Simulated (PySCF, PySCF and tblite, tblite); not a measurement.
# C₃H₆O₂Si: a path driven as rotation about a bond, and NMR exchange, part 3 of 3

PySCF and tblite. Atoms count from 0. Earlier steps stand in the parts before.

## 16. Shieldings, end: PBE0/pcSseg-1 in cyclohexane

The job: settings as JSON, then the geometry in Å.

```
{"job": {"kind": "nmr", "xc": "PBE0", "basis": "pcSseg-1", "solvent": "cyclohexane", "pop": false}, "charge": 0, "multiplicity": 1}
O     -2.051947     0.357667     1.178127
C     -2.277664     0.257879    -0.002924
C     -1.306575    -0.004255    -1.053681
C      0.009407    -0.178603    -0.832185
O      0.558164    -0.167166     0.360198
Si     2.066215    -0.062638     0.979533
H     -3.311356     0.372089    -0.390691
H     -1.671113    -0.051998    -2.066939
H      0.681610    -0.357179    -1.671302
H      2.394821     1.356068     1.095020
H      1.894991    -0.770842     2.234591
H      3.019436    -0.711848     0.073200
```

The program printed:

```text
coarse grid: 10776 points
cycle   1  E = -557.1714448363  dE =  9.383e-01  |g| = 9.264e-01  |ddm| = 3.136e+00
cycle   2  E = -556.7376959213  dE =  4.337e-01  |g| = 1.746e+00  |ddm| = 2.630e+00
cycle   3  E = -557.3274287871  dE = -5.897e-01  |g| = 1.960e-01  |ddm| = 2.043e+00
cycle   4  E = -557.3340765101  dE = -6.648e-03  |g| = 9.115e-02  |ddm| = 2.093e-01
cycle   5  E = -557.3355671603  dE = -1.491e-03  |g| = 1.875e-02  |ddm| = 6.797e-02
cycle   6  E = -557.3356358174  dE = -6.866e-05  |g| = 6.053e-03  |ddm| = 1.740e-02
cycle   7  E = -557.3356424594  dE = -6.642e-06  |g| = 1.978e-03  |ddm| = 5.432e-03
final grid: 100200 points
cycle   8  E = -557.3905376825  dE =  3.450e-06  |g| = 1.414e-02  |ddm| = 1.976e-02
cycle   9  E = -557.3904399924  dE =  9.769e-05  |g| = 2.675e-02  |ddm| = 2.883e-02
cycle  10  E = -557.3905738444  dE = -1.339e-04  |g| = 1.564e-03  |ddm| = 2.053e-02
cycle  11  E = -557.3905742752  dE = -4.308e-07  |g| = 3.575e-04  |ddm| = 1.295e-03
cycle  12  E = -557.3905742969  dE = -2.172e-08  |g| = 1.143e-04  |ddm| = 3.725e-04
cycle  13  E = -557.3905742995  dE = -2.623e-09  |g| = 3.628e-05  |ddm| = 1.072e-04
cycle  14  E = -557.3905742998  dE = -2.899e-10  |g| = 1.028e-05  |ddm| = 3.795e-05
converged SCF energy = -557.3905742998

GIAO shielding tensors (ppm)
atom      isotropic    diamagn.    paramagn.     s11        s22        s33       span
  0 O     -316.241     406.064    -722.305   -936.905   -392.787    380.968   1317.873
  1 C       -4.386     241.607    -245.993    -94.484    -16.974     98.300    192.784
  2 C       71.684     263.439    -191.755    -36.492    111.696    139.849    176.341
  3 C       26.038     249.969    -223.931    -62.251     34.077    106.288    168.539
  4 O      197.151     401.053    -203.902     43.392    186.512    361.549    318.157
  5 Si     381.034     880.063    -499.028    340.711    350.229    452.163    111.452
  6 H       21.953      25.626      -3.672     19.385     21.720     24.755      5.370
  7 H       26.058      32.065      -6.007     23.318     26.288     28.567      5.249
  8 H       24.971      30.636      -5.665     21.201     25.378     28.334      7.133
  9 H       26.629      29.225      -2.596     23.563     25.056     31.267      7.705
 10 H       26.573      29.341      -2.768     23.104     25.460     31.155      8.052
 11 H       26.584      29.109      -2.525     23.910     25.190     30.651      6.741
```

Wall time 11 s (1 thread of Intel Xeon Platinum 8488C, shared host); peak memory 0.81 GiB.

Key values: HOMO -7.00 eV, LUMO -1.41 eV; dipole 4.17 D.

## 17. Second level: PBE0/pcSseg-1 + D3(BJ), IEF-PCM cyclohexane

The job: settings as JSON, then the geometry in Å.

```
{"job": {"smiles": "O=CC=CO[SiH3]", "charge": 0, "mult": 1, "motion": "rotation", "what": "diene or enone", "atoms": [1, 2], "drives": [{"terms": [["t", [0, 1, 2, 3], 0.25], ["t", [0, 1, 2, 7], 0.25], ["t", [6, 1, 2, 3], 0.25], ["t", [6, 1, 2, 7], 0.25]], "by": 180, "n": 12}], "study": "path", "level": {"kind": "nmr", "xc": "PBE0", "basis": "pcSseg-1", "wide": true, "solvent": "cyclohexane"}, "fields": [90, 250, 700], "first": 3, "seed": 437, "kind": "pathvar"}, "charge": 0, "multiplicity": 1}
O     -3.500954    -0.012599    -0.135209
C     -2.304655     0.000420     0.025276
C     -1.319879    -0.174961    -1.029024
C      0.003066    -0.157025    -0.807909
O      0.540306     0.012269     0.392350
Si     2.083756     0.177538     0.924561
H     -1.863058     0.153050     1.027772
H     -1.689475    -0.325343    -2.031195
H      0.698799    -0.291800    -1.631934
H      2.618813     1.450562     0.443089
H      1.832862     0.123827     2.352940
H      2.902562    -0.921200     0.411742
```

The program printed:

```text
stationary points (kcal/mol above the start)
  n  kind          group   xTB      DFT    lowest mode
  0  minimum      C1       0.00     0.00      -2.4
  1  saddle       C1       7.24    10.20    -174.0
  2  minimum      C1       1.83     2.78      48.4

GFN2-xTB energies: T/K, barrier G, reaction G (kcal/mol), k forward, k back (1/s)
 150.00     6.89     1.94        289   1.93e+05
 200.00     7.03     2.03   8.66e+04   1.44e+07
 250.00     7.19     2.13    2.7e+06   1.95e+08
 298.15     7.36     2.23   2.51e+07   1.07e+09
 350.00     7.55     2.33    1.4e+08   4.03e+09
 400.00     7.75     2.44   4.87e+08   1.05e+10
 500.00     8.17     2.67    2.8e+09   4.13e+10

PBE0/pcSseg-1 + D3(BJ) energies: T/K, barrier G, reaction G (kcal/mol), k forward, k back (1/s)
 150.00     9.38     2.83     0.0669        889
 200.00     9.53     2.92        163   2.53e+05
 250.00     9.69     3.02   1.78e+04   7.72e+06
 298.15     9.85     3.12   3.72e+05   7.15e+07
 350.00    10.05     3.23   3.88e+06   4.01e+08
 400.00    10.24     3.33   2.11e+07    1.4e+09
 500.00    10.66     3.56   2.28e+08   8.21e+09

PBE0/pcSseg-1 + D3(BJ), IEF-PCM cyclohexane energies: T/K, barrier G, reaction G (kcal/mol), k forward, k back (1/s)
 150.00     9.85     2.89     0.0141        229
 200.00     9.99     2.98       50.7   9.15e+04
 250.00    10.15     3.08   6.99e+03   3.42e+06
 298.15    10.32     3.17    1.7e+05   3.61e+07
 350.00    10.51     3.28      2e+06   2.24e+08
 400.00    10.71     3.39   1.18e+07   8.41e+08
 500.00    11.13     3.62   1.43e+08   5.46e+09
```

It took 90 s on 1 thread of Intel Xeon Platinum 8488C, shared host; peak memory 0.81 GiB. This counts the runs that the step sums up.

Barriers by level (kcal/mol; entropies in cal/(mol K)). Zero-point and thermal terms come from xTB in every row. ΔG‡ leaves symmetry out; the rate counts one path; effective ΔG‡, where given, is the barrier that would give that rate by Eyring's equation alone:

```
                                      level    ΔE‡  with zero-point   ΔH‡   ΔS‡  ΔG‡ (298 K)  ΔE of reaction  k at 298 K (1/s)  effective ΔG‡
                                   GFN2-xTB   7.24             6.61  6.23  -3.8         7.36            1.84           2.5e+07           7.36
                     PBE0/pcSseg-1 + D3(BJ)   9.74             9.11  8.73  -3.8         9.85            2.73           3.7e+05           9.85
PBE0/pcSseg-1 + D3(BJ), IEF-PCM cyclohexane  10.20             9.57  9.19  -3.8        10.32            2.78           1.7e+05          10.32
```

## 18. Results

This closing draws on all 3 parts.

| quantity | value |
| --- | --- |
| barrier (PBE0/pcSseg-1 + D3(BJ)) | ΔE‡ 9.7, ΔG‡(298 K) 9.8 kcal/mol |
| barrier (GFN2-xTB) | ΔE‡ 7.2 kcal/mol |
| rate at 298 K | 3.7e+05 s⁻¹ |
| end of the path | 2.7 kcal/mol from the start |

What this shows: DFT puts the top 9.7 kcal/mol above the start (xTB: 7.2); the rate from the DFT barrier is 3.7e+05 s⁻¹ at 298 K. An error of 1.4 kcal/mol changes that rate tenfold. PBE0/6-31G* + D3(BJ) moves the barrier from 9.7 to 10.2 kcal/mol. PBE0/pcSseg-1 + D3(BJ), IEF-PCM cyclohexane moves the barrier from 9.7 to 10.2 kcal/mol.
